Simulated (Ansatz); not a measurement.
Consider cell relaxations under several functionals of CrPbO₃, space group Pm-3m (Ansatz 0.2.0, Python API).

Script `run_lattice.py`:
```python
import ansatz as az
import numpy as np

def edges_and_angles(cell):
    cell = np.asarray(cell)
    a, b, c = np.linalg.norm(cell, axis=1)
    cosines = cell[1] @ cell[2] / (b * c), cell[0] @ cell[2] / (a * c), cell[0] @ cell[1] / (a * b)
    return (a, b, c, *np.degrees(np.arccos(cosines)))

vectors = np.array([
    [3.91706, 0.0, 0.0],
    [0.0, 3.91706, 0.0],
    [0.0, 0.0, 3.91706],
])
crpbo3 = (
    az.Lattice.of(vectors)
    .atom('Cr', (0.0, 0.0, 0.0))
    .atom('Pb', (0.5, 0.5, 0.5))
    .atom('O', (0.0, 0.0, 0.5))
    .atom('O', (0.0, 0.5, 0.0))
    .atom('O', (0.5, 0.0, 0.0))
    .moments(Cr=3.9)
)

calculation = (
    crpbo3.calculation()
    .kpoints(6, center='gamma')
    .occupations('fermi_dirac', width=0.1)
    .spin('collinear')
    .relax(cell=True, force_tolerance=0.02, max_steps=60)
)

levels = [('pbesol', 'none'), ('lda', 'none'), ('pbesol', 'd3bj')]
print('level            a       b       c    alpha   beta  gamma  V/atom  steps')
for name, dispersion in levels:
    seen = []
    run = calculation.functional(name, dispersion=dispersion).session().plan()
    out = run.execute(on_event=lambda e: seen.append(e) if e['event'] == 'relax_step' else None)
    cell = out.lattice.cell_ang
    label = name if dispersion == 'none' else f'{name}+{dispersion}'
    print('{:13s} {:7.4f} {:7.4f} {:7.4f} {:6.2f} {:6.2f} {:6.2f}'.format(label, *edges_and_angles(cell)), f'{abs(np.linalg.det(cell)) / len(out.lattice.sites):7.3f} {len(seen):5d}')
```

Rank the levels of theory by the volume of the relaxed cell.

From smallest to largest: LDA (10.84 Å³ an atom, -9.8 % against the start), PBEsol+D3BJ (11.02 Å³ an atom, -8.3 % against the start) and PBEsol (11.21 Å³ an atom, -6.8 % against the start). The spread is 3.4 % in volume.

The output:

Running `python run_lattice.py` prints:
```text
level            a       b       c    alpha   beta  gamma  V/atom  steps
DeckWarning: basis.ecutwfc = 420 eV, auto-derived from the records' recommended cutoffs: set by Cr (normal level)
pbesol         3.8268  3.8268  3.8268  90.00  90.00  90.00  11.208     7
lda            3.7848  3.7848  3.7848  90.00  90.00  90.00  10.843     7
pbesol+d3bj    3.8054  3.8054  3.8054  90.00  90.00  90.00  11.021     7
```
(Warnings from the package without file and line.)

Caveats:
- Other magnetic orders than the one started from may lie lower.
- Forces vanish by symmetry, so the ions can't move, and the end may be a saddle.
- Dispersion corrections can be off by several per cent in the lattices of metals, and by several GPa in the pressure at a fixed cell.
- For a metal this k-point mesh is coarse: on a finer one energies can move by several to tens of meV an atom and pressures by half a GPa or more, differences at one mesh by less.
- With one magnetic atom the cell can hold only ferromagnetic order.
- Without a Hubbard U or exact exchange, semilocal functionals often make such 3d compounds metallic or too weakly gapped.
- Spin-orbit coupling, which matters for elements this heavy, is left out.
- This cell is a computed structure, which may not be the phase found in nature.
- Wall time of the script: 120 s on 1 thread of Arm Neoverse V1, on a shared host, peak memory 0.49 GiB.
